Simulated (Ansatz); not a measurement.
**CH₄Br₂Si: up Jacob's ladder to CCSD(T)**

Aim: compute CH₄Br₂Si with functionals from several rungs and with coupled cluster. The yardstick is the atomisation energy at the CCSD(T) limit.

Program: Ansatz 0.2.0, Gaussian basis. Level of theory: functionals in def2-TZVPP, the program's frozen cores in correlated methods. These are calculated values, not measurements.

Plan: PBE-D4, r2SCAN-D4, PBE0-D4, B3LYP-D4, ωB97X-V, ωB97M-V, B2PLYP; CCSD(T)/def2-TZVPP; MP2/def2-QZVPP; extrapolation to the limit.

## 1. Structure used throughout

All runs share one geometry, relaxed beforehand with PBE0-D4 in a triple-zeta def2 set.

SMILES `[SiH3]C(Br)Br`, 8 atoms, charge 0, spin multiplicity 1.

Atoms are counted from 1 here; the program's logs count them from 0.

Bond lengths: Si1–C2 1.891 Å, Si1–H5 1.484 Å, Si1–H6 1.484 Å, Si1–H7 1.480 Å, C2–Br3 1.937 Å, C2–Br4 1.937 Å, C2–H8 1.087 Å. Angles: C2–Si1–H5 108.4°, C2–Si1–H6 108.4°, C2–Si1–H7 107.9°, H5–Si1–H6 110.2°, H5–Si1–H7 111.0°, H6–Si1–H7 111.0°, Si1–C2–Br3 109.3°, Si1–C2–Br4 109.3°, Si1–C2–H8 114.2°, Br3–C2–Br4 112.2°, Br3–C2–H8 105.9°, Br4–C2–H8 105.9°.

## 2. PBE-D4 (GGA)

Input file in.yaml:

```yaml
crystal:
  periodic: [false, false, false]
  atoms:
    - {symbol: Si, position_ang: [-0.145609, 0.955410, -0.187104]}
    - {symbol: C, position_ang: [-0.010051, -0.886326, 0.218913]}
    - {symbol: Br, position_ang: [1.395504, -1.153470, 1.525166]}
    - {symbol: Br, position_ang: [0.307278, -1.880579, -1.413315]}
    - {symbol: H, position_ang: [-1.258605, 1.140653, -1.151368]}
    - {symbol: H, position_ang: [-0.429576, 1.691835, 1.069822]}
    - {symbol: H, position_ang: [1.141549, 1.388167, -0.774914]}
    - {symbol: H, position_ang: [-0.908292, -1.312890, 0.657101]}
basis:
  gaussian: {orbitals: def2-TZVPP}
hamiltonian: {xc: pbe, dispersion: d4}
output: {forces: true, orbitals: {seedname: orbitals}}
```

Run with:

```console
> ansatz run in.yaml --threads 4 --pin off --events-out ev --progress --plain --max-ram 10444MiB
```

Further steps of the session: r2SCAN-D4 (meta-GGA); PBE0-D4 (hybrid); B3LYP-D4 (hybrid); ωB97X-V (range-separated); ωB97M-V (range-separated); B2PLYP (double hybrid); CCSD(T) in def2-TZVPP; MP2 in def2-QZVPP.

**Question.** What will the summary of the whole plan be? Wanted: atomisation energy, CCSD(T)/CBS; farthest; mean size of error, hybrid; mean size of error, range-separated; gap, smallest and largest; T1 diagnostic; triples share of the correlation energy.

**Answer**, as computed:

| quantity | value |
| --- | --- |
| atomisation energy, CCSD(T)/CBS | 561.0 kcal/mol |
| functionals within 5.6 kcal/mol (1.0 %) | PBE-D4, r2SCAN-D4, PBE0-D4, ωB97X-V |
| farthest | B2PLYP (-14.0 kcal/mol) |
| mean size of error, hybrid | 6.2 kcal/mol |
| mean size of error, range-separated | 4.1 kcal/mol |
| gap, smallest and largest | 4.51 eV (PBE-D4), 11.25 eV (ωB97X-V) |
| T1 diagnostic | 0.0085 |
| triples share of the correlation energy | 3.7 % |

**Reading.** PBE-D4 is off by +2.7 kcal/mol. Double hybrids carry the basis error of their MP2 part in triple zeta, and no dispersion term here, so their miss is partly the set-up's. The reference freezes the cores and leaves out relativity and excitations past (T), and its outer-core shells are covered unevenly, so misses under about 5.6 kcal/mol can't be ranked. All levels share the lack of spin-orbit coupling, which lowers the free heavy atoms and so the true binding. Hartree-Fock recovers 71 % of the binding; the rest is correlation. The gap grows from 4.5 to 11.3 eV across the functionals, mostly with the share of exact exchange. Correlated methods include outer-core shells of Br, which these sets cover unevenly.
